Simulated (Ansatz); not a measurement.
# GeN: the cost of one run

Program: Ansatz 0.2.0. Level of theory: DFT PBE, scalar-relativistic, plane waves, PAW, unless a step names another level. These are calculated values, not measurements.

7 further runs of the same task are left out: 7 set aside as unsound or not needed.

### Step 1. Plan

Pauling electronegativities: Ge 2.01, N 3.04 (spread 1.03). No set of common oxidation states balances it. Tabulated atomic sizes suggest about 14 Å³/atom. 37 candidates were drawn, by swapping species into database cells of other compounds, at random by space group and Wyckoff sites, or by hand, as the table says:

| name | made from | space group no. | Wyckoff sites | atoms (primitive cell) | V (Å³/atom) |
| --- | --- | --- | --- | --- | --- |
| c01 | random | 187 | Ge 1a; N 1e | 2 | 17.7 |
| c02 | database cell of ScIr | 221 | Ge 1a; N 1b | 2 | 14.9 |
| c03 | database cell of VIr | 65 | Ge 4g; N 4j | 4 | 14.4 |
| c04 | random | 123 | Ge 1d; N 1a | 2 | 15.3 |
| c05 | random | 10 | Ge 1g; N 1d | 2 | 14.7 |
| c06 | database cell of NiS | 186 | Ge 2a; N 2b | 4 | 12.2 |
| c07 | built by hand: KCoO2 / SrTiN2, mixed-valent | 129 | Ge 2c, 2c; N 2c, 2b | 8 | 13.9 |
| c08 | random | 166 | Ge 6c; N 3b, 3a | 4 | 17.7 |
| c09 | random | 139 | Ge 4c, 4e; N 8j | 8 | 16.6 |
| c10 | random | 26 | Ge 2b; N 2a | 4 | 14.9 |
| c11 | database cell of SnP | 107 | Ge 2a; N 2a | 2 | 13.4 |
| c12 | random | 20 | Ge 8c; N 8c | 8 | 16.5 |
| c13 | random | 74 | Ge 4e; N 4e | 4 | 15.1 |
| c14 | random | 35 | Ge 2a; N 2b | 2 | 16.3 |
| c15 | random | 28 | Ge 2c, 2c; N 2a, 2c | 8 | 17.5 |
| c16 | database cell of SrPb | 63 | Ge 4c; N 4c | 4 | 17.2 |
| c17 | random | 225 | Ge 4b; N 4a | 2 | 17.3 |
| c18 | database cell of PbS | 39 | Ge 4c; N 4c | 4 | 19.7 |
| c19 | database cell of MnSe | 216 | Ge 4a; N 4c | 2 | 17.7 |
| c20 | random | 227 | Ge 16d; N 8b, 8a | 8 | 14.8 |
| c21 | database cell of ZnO | 136 | Ge 4g; N 4f | 8 | 15.5 |
| c22 | database cell of GaAs | 216 | Ge 4a; N 4d | 2 | 15.7 |
| c23 | built by hand: staggered GaSe-like single layer | 164 | Ge 2c; N 2d | 4 | 13.9 |
| c24 | built by hand: beta-GaSe (2H layered) | 194 | Ge 4f; N 4f | 8 | 14.0 |
| c25 | random | 187 | Ge 1a; N 1c | 2 | 16.0 |
| c26 | database cell of HgO | 44 | Ge 2a; N 2b | 2 | 13.2 |
| c27 | database cell of AlN | 186 | Ge 2b; N 2b | 4 | 12.0 |
| c28 | database cell of PRu | 62 | Ge 4c; N 4c | 8 | 12.0 |
| c29 | random | 123 | Ge 1b; N 1a | 2 | 17.3 |
| c30 | database cell of AgO | 15 | Ge 4c; N 4e | 4 | 13.4 |
| c31 | database cell of FeO | 166 | Ge 3a; N 3b | 2 | 14.6 |
| c32 | built by hand: staggered GaSe-like, three-layer rhombohedral | 166 | Ge 6c; N 6c | 4 | 13.9 |
| c33 | random | 183 | Ge 1a; N 1a | 2 | 17.7 |
| c34 | built by hand: InS | 58 | Ge 4g; N 4g | 8 | 14.1 |
| c35 | database cell of KTe | 194 | Ge 4f; N 2c, 2a | 8 | 17.8 |
| c36 | random | 39 | Ge 4c; N 4a | 4 | 15.9 |
| c37 | database cell of TiNi | 11 | Ge 2e; N 2e | 4 | 16.5 |

### Step 2. Screening run of c02

The input, input.yaml:

```yaml
crystal:
  lattice:
    - [3.10116361, 0.0, 0.0]
    - [0.0, 3.10116361, 0.0]
    - [0.0, 0.0, 3.10116361]
  atoms:
    - { symbol: Ge, position: [0.0, 0.0, 0.0] }
    - { symbol: "N", position: [0.5, 0.5, 0.5] }
basis:
  ecutwfc: 420
kpoints:
  mp_grid: { grid: [6, 6, 6] }
hamiltonian:
  xc: pbe
scf:
  occupations: { method: gaussian, width: 0.2 }
  lower_state_search: "off"
output:
  forces: true
  stress: true
  eigenvalues: true
relax:
  adjacent_minimum: "off"
  f_tol: 0.08
  max_steps: 16
  cell: { stress_tol: 0.8 }
```

Launch:

```
> ansatz run input.yaml --threads 1 --pin off --max-ram 2560MiB --backend cpu --events-out ev --progress --plain --runs-dir out
```

What time and memory should one allow on 1 thread of AMD EPYC 7R43 (Zen 3), shared host?

About 7.1 s, with a peak of 0.34 GiB.
